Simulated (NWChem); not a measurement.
**C2H7NSi (SMILES CC[Si]N): levels of theory compared**

Aim: a comparison of 3 runs (HF/STO-3G, HF/3-21G, B3LYP/6-31G*) of C2H7NSi. 

The calculation is run with NWChem 7.3.0.

### 1 Starting point

The species is C2H7NSi (11 atoms), meant as a singlet with charge 0. As SMILES, `CC[Si]N`. The shape is that of a PBE0-D4/def2-TZVP optimisation. This is one conformer, not always the lowest.

Bond lengths: C1–C2 1.521 Å, C2–Si3 1.913 Å, Si3–N4 1.708 Å, C1–H5 1.094 Å, C1–H6 1.093 Å, C1–H7 1.094 Å, C2–H8 1.100 Å, C2–H9 1.100 Å, N4–H10 1.008 Å, N4–H11 1.010 Å. Some angles: C1–C2–Si3 120.9°, C2–Si3–N4 100.1°, C1–C2–H8 110.6°, C1–C2–H9 110.6°, Si3–C2–H8 104.9°, Si3–C2–H9 104.9°, C2–C1–H5 111.6°, C2–C1–H6 112.1°, C2–C1–H7 111.6°, Si3–N4–H10 121.5°.

### 2 Energy and gradient at HF/STO-3G (run 1)

File c2h7nsi.xyz:

```xyz
11

C     -0.445700     1.127200     0.097200
C     -0.365000    -0.072000     1.029000
Si     0.452400    -1.705100     0.459000
N      0.906600    -1.274300    -1.129900
H     -1.010800     0.894000    -0.810300
H     -0.939600     1.981600     0.568100
H      0.548600     1.464800    -0.210600
H     -1.368600    -0.362700     1.372300
H      0.156900     0.196000     1.959300
H      1.378700    -1.925000    -1.737200
H      0.751700    -0.381800    -1.576400
```

File run.py:

```python
from ase.io import read
from ase.calculators.nwchem import NWChem

atoms = read('c2h7nsi.xyz')

calc = NWChem(
    label='c2h7nsi',
    theory='scf',
    memory='2200 mb',
    basis='STO-3G',
    basispar='spherical bse',
    scf={'nopen': '0', 'rhf': None, 'thresh': '1e-08', 'maxiter': '80'},
)
atoms.calc = calc

forces = atoms.get_forces()
print(f"energy = {atoms.get_potential_energy():.6f} eV")
print("forces (eV/A):")
for s, f in zip(atoms.symbols, forces):
    print(f"{s:2s} {f[0]:10.5f} {f[1]:10.5f} {f[2]:10.5f}")
print("dipole (e A):", atoms.get_dipole_moment().round(4))
```

Run with:

```bash
export ASE_NWCHEM_COMMAND="nwchem PREFIX.nwi > PREFIX.nwo"
python run.py
```

The log of the run:

```text
energy = -11380.270459 eV
forces (eV/A):
C    -0.11292    0.90503   -0.56343
C     0.01676   -1.18224    1.08321
Si    0.25474    0.06937   -0.72701
N    -0.60616   -0.07718    1.64705
H     0.17658    0.05703    0.27177
H     0.10511   -0.22255   -0.06052
H    -0.29629   -0.11488    0.09097
H     0.35857    0.38623   -0.32262
H    -0.22831    0.17124   -0.54986
H     0.24215   -0.18471   -0.45329
H     0.08978    0.19263   -0.41636
dipole (e A): [ 0.0752 -0.0393 -0.1579]
```

The calculator wrote c2h7nsi.nwi:

```
title "c2h7nsi"

permanent_dir c2h7nsi

scratch_dir c2h7nsi

start c2h7nsi

geometry units angstrom nocenter noautosym noautoz
  C  -4.4569999999999999e-01 1.1272000000000000e+00 9.7199999999999995e-02
  C  -3.6499999999999999e-01 -7.1999999999999995e-02 1.0289999999999999e+00
  Si 4.5240000000000002e-01 -1.7051000000000001e+00 4.5900000000000002e-01
  N  9.0659999999999996e-01 -1.2743000000000000e+00 -1.1298999999999999e+00
  H  -1.0107999999999999e+00 8.9400000000000002e-01 -8.1030000000000002e-01
  H  -9.3959999999999999e-01 1.9816000000000000e+00 5.6810000000000005e-01
  H  5.4859999999999998e-01 1.4648000000000001e+00 -2.1060000000000001e-01
  H  -1.3686000000000000e+00 -3.6270000000000002e-01 1.3723000000000001e+00
  H  1.5690000000000001e-01 1.9600000000000001e-01 1.9593000000000000e+00
  H  1.3787000000000000e+00 -1.9250000000000000e+00 -1.7372000000000001e+00
  H  7.5170000000000003e-01 -3.8179999999999997e-01 -1.5764000000000000e+00
end

memory 2200 mb

basis spherical bse noprint
   * library STO-3G
end

scf
  nopen 0
  rhf
  thresh 1e-08
  maxiter 80
end

task scf gradient
```

c2h7nsi.nwo:

```text
Northwest Computational Chemistry Package (NWChem) 7.3.0
             --------------------------------------------------------

           Job information
           ---------------

    nwchem branch   = 7.3.0
    use scalapack   = T
    input           = c2h7nsi.nwi
    prefix          = c2h7nsi.
    data base       = c2h7nsi/c2h7nsi.db
    status          = startup
    nproc           =        1

           Memory information
           ------------------

    heap     =     72089596 doubles =      550.0 Mbytes
    stack    =     72089601 doubles =      550.0 Mbytes
    global   =    144179200 doubles =     1100.0 Mbytes (distinct from heap & stack)
    total    =    288358397 doubles =     2200.0 Mbytes
    verify   = yes
    hardfail = no

           Directory information
           ---------------------

  0 permanent = c2h7nsi
  0 scratch   = c2h7nsi

                                NWChem Input Module
                                -------------------

                                      c2h7nsi
                                      -------

[... 128 lines left out ...]
 Convergence threshold     :          1.000E-08
[... 12 lines left out ...]
       Final RHF  results
[... 3 lines left out ...]
      One-electron energy =   -893.208385102857
[... 1 line left out ...]
 Nuclear repulsion energy =    157.897658522791
[... 38 lines left out ...]
                       ROHF Final Molecular Orbital Analysis
[... 201 lines left out ...]
     1   1 0 0      0.142015      0.000000     13.856416
[... 8 lines of this table left out ...]
     2   0 0 2    -21.935458      0.000000    109.076823

                              NWChem Gradients Module
                              -----------------------

                                      c2h7nsi

  wavefunction    =   RHF

                         RHF ENERGY GRADIENTS

    atom               coordinates                        gradient
                 x          y          z           x          y          z
   1 C      -0.842251   2.130099   0.183681    0.002196  -0.017600   0.010957
   2 C      -0.689750  -0.136060   1.944528   -0.000326   0.022991  -0.021065
   3 Si      0.854912  -3.222172   0.867384   -0.004954  -0.001349   0.014138
[... 7 lines of this table left out ...]
  11 H       1.420507  -0.721497  -2.978964   -0.001746  -0.003746   0.008097

                 ----------------------------------------
                 |  Time  |  1-e(secs)   |  2-e(secs)   |
                 ----------------------------------------
                 |  CPU   |       0.00   |       0.39   |
                 ----------------------------------------
                 |  WALL  |       0.00   |       0.39   |
                 ----------------------------------------

 Task  times  cpu:        2.5s     wall:        2.5s
 Total times  cpu:        2.5s     wall:        2.5s
```

Wall time 3.9 s (1 thread of Intel Xeon Platinum 8375C at 2.90GHz (Ice Lake), shared host); peak memory 0.099 GiB.

### 3 Energy and forces at HF/3-21G (run 2)

File sp.xyz:

```xyz
11

C     -0.445700     1.127200     0.097200
C     -0.365000    -0.072000     1.029000
Si     0.452400    -1.705100     0.459000
N      0.906600    -1.274300    -1.129900
H     -1.010800     0.894000    -0.810300
H     -0.939600     1.981600     0.568100
H      0.548600     1.464800    -0.210600
H     -1.368600    -0.362700     1.372300
H      0.156900     0.196000     1.959300
H      1.378700    -1.925000    -1.737200
H      0.751700    -0.381800    -1.576400
```

File sp.nw:

```
start sp
memory stack 880 mb heap 220 mb global 1100 mb

geometry units angstroms noautosym nocenter noautoz
  load sp.xyz
end

basis "ao basis" spherical bse
  * library 3-21G
end

scf
  thresh 1e-08
  maxiter 80
  print low
end

task scf gradient
```

Run with:

```bash
nwchem sp.nw > sp.out
```

The log of the run:

```text
[...]
  functions       =    54
[...]
  wavefunction    = RHF
[...]
         Total SCF energy =   -420.935792178689
      One-electron energy =   -892.987250650417
      Two-electron energy =    314.153799948936
 Nuclear repulsion energy =    157.897658522792
        Time for solution =      2.5s
[...]
                         RHF ENERGY GRADIENTS
    atom               coordinates                        gradient
                 x          y          z           x          y          z
   1 C      -0.842251   2.130099   0.183681    0.000877  -0.013888   0.010874
   2 C      -0.689750  -0.136060   1.944528    0.008643  -0.001214  -0.021316
   3 Si      0.854912  -3.222172   0.867384   -0.002607   0.013905  -0.006460
   4 N       1.713226  -2.408078  -2.135201   -0.006392  -0.004363   0.020763
   5 H      -1.910135   1.689415  -1.531245   -0.002856  -0.000573  -0.004883
   6 H      -1.775587   3.744681   1.073553   -0.002346   0.005118   0.001213
   7 H       1.036704   2.768071  -0.397976    0.004882   0.002240  -0.001923
   8 H      -2.586279  -0.685404   2.593271   -0.003619  -0.003493   0.002286
   9 H       0.296498   0.370386   3.702540    0.002657  -0.001194   0.004721
  10 H       2.605365  -3.637723  -3.282832    0.002175  -0.003303  -0.002512
  11 H       1.420507  -0.721497  -2.978964   -0.001414   0.006764  -0.002765
[...]
```

Wall time 3.9 s (1 thread of Intel Xeon Platinum 8375C at 2.90GHz (Ice Lake), shared host); peak memory 0.097 GiB.

### 4 Energy and gradient at B3LYP/6-31G(d) (Cartesian functions) (run 3)

File c2h7nsi.nw:

```
start c2h7nsi
memory stack 880 mb heap 220 mb global 1100 mb

geometry units angstrom noautosym nocenter noautoz
  C     -0.445700     1.127200     0.097200
  C     -0.365000    -0.072000     1.029000
  Si     0.452400    -1.705100     0.459000
  N      0.906600    -1.274300    -1.129900
  H     -1.010800     0.894000    -0.810300
  H     -0.939600     1.981600     0.568100
  H      0.548600     1.464800    -0.210600
  H     -1.368600    -0.362700     1.372300
  H      0.156900     0.196000     1.959300
  H      1.378700    -1.925000    -1.737200
  H      0.751700    -0.381800    -1.576400
end

basis
  * library 6-31G*
end

dft
  xc b3lyp
  grid xfine
  convergence energy 1e-08
  iterations 100
  mulliken
  print medium
end

task dft gradient
```

Run with:

```bash
nwchem c2h7nsi.nw > c2h7nsi.out
```

The log of the run:

```text
[...]
          Wavefunction type:  closed shell.
          No. of atoms     :    11
          No. of electrons :    40
[...]
          Charge           :     0
          Spin multiplicity:     1
[...]
          AO basis - number of functions:    78
[...]
              XC Information
              --------------
                         B3LYP Method XC Potential
                     Hartree-Fock (Exact) Exchange  0.200
                        Slater Exchange Functional  0.800 local
                    Becke 1988 Exchange Functional  0.720 non-local
              Lee-Yang-Parr Correlation Functional  0.810
                  VWN I RPA Correlation Functional  0.190 local
[...]
 d= 0,ls=0.0,diis     1   -424.6160121949 -5.83D+02  1.05D-02  5.20D-01     4.6
[...]
 d= 0,ls=0.0,diis     8   -424.6644746217  2.56D-09  4.97D-06  1.94D-07    31.3
         Total DFT energy =     -424.664474621748
      One electron energy =     -896.290513889767
           Coulomb energy =      355.049887161943
    Exchange-Corr. energy =      -41.321506416715
 Nuclear repulsion energy =      157.897658522791
[...]
      Total Density - Mulliken Population Analysis
     ---------------------------------------------
    Atom       Charge   Shell Charges
 -----------   ------   -------------------------------------------------------
    1 C    6     6.44   1.99  0.68  2.12  0.63  0.99  0.03
    2 C    6     6.50   1.99  0.67  2.10  0.65  1.07  0.02
    3 Si  14    13.64   2.00  1.99  5.96  1.20  1.42  0.63  0.37  0.07
    4 N    7     7.82   1.99  0.78  2.53  0.83  1.67  0.02
    5 H    1     0.86   0.53  0.33
    6 H    1     0.85   0.53  0.33
    7 H    1     0.86   0.53  0.33
    8 H    1     0.85   0.52  0.33
    9 H    1     0.85   0.52  0.33
   10 H    1     0.66   0.50  0.16
[...]
  wavefunction    = closed shell
                         DFT ENERGY GRADIENTS
    atom               coordinates                        gradient
                 x          y          z           x          y          z
   1 C      -0.842251   2.130099   0.183681    0.000544  -0.003382   0.001747
   2 C      -0.689750  -0.136060   1.944528    0.001267   0.001133  -0.004387
   3 Si      0.854912  -3.222172   0.867384   -0.000541   0.008831  -0.006998
   4 N       1.713226  -2.408078  -2.135201   -0.001003  -0.001119   0.003674
   5 H      -1.910135   1.689415  -1.531245    0.001163   0.000244   0.001941
   6 H      -1.775587   3.744681   1.073553    0.001143  -0.002231  -0.000864
   7 H       1.036704   2.768071  -0.397976   -0.001933  -0.000907   0.000736
   8 H      -2.586279  -0.685404   2.593271    0.002088  -0.000341  -0.000634
   9 H       0.296498   0.370386   3.702540   -0.000585  -0.001319  -0.001643
  10 H       2.605365  -3.637723  -3.282832   -0.002502   0.003188   0.003465
  11 H       1.420507  -0.721497  -2.978964    0.000360  -0.004097   0.002960
[...]
```

It took 40 s on 1 thread of Intel Xeon Platinum 8375C at 2.90GHz (Ice Lake), shared host; peak memory 0.15 GiB.

### 5 The series

```tsv
run	level	Cartesian functions	iteration cap	energy (Eh)	dipole moment (D)	HOMO energy (eV)	LUMO energy (eV)	wall time
1	HF/STO-3G	no	80	-418.217229	0.86	-5.84	7.49	3.9 s
2	HF/3-21G	no	80	-420.935792	–	–	–	3.9 s
3	B3LYP/6-31G* (Cartesian functions)	yes	100	-424.664475	2.20	-5.56	-0.93	40 s
```

### 6 Summary of results

| quantity | value |
| --- | --- |
| run 3: total energy | -424.66447 Eh |
| run 3: dipole moment | 2.20 D |
| run 3: HOMO energy | -5.56 eV |
| run 3: LUMO energy | -0.93 eV |
| run 3: HOMO–LUMO gap | 4.63 eV |
| run 3: largest force on an atom | 0.580 eV/Å |

In words: In run 1 the basis is minimal, so the values are rough. All runs together took 48 s, the longest 40 s.
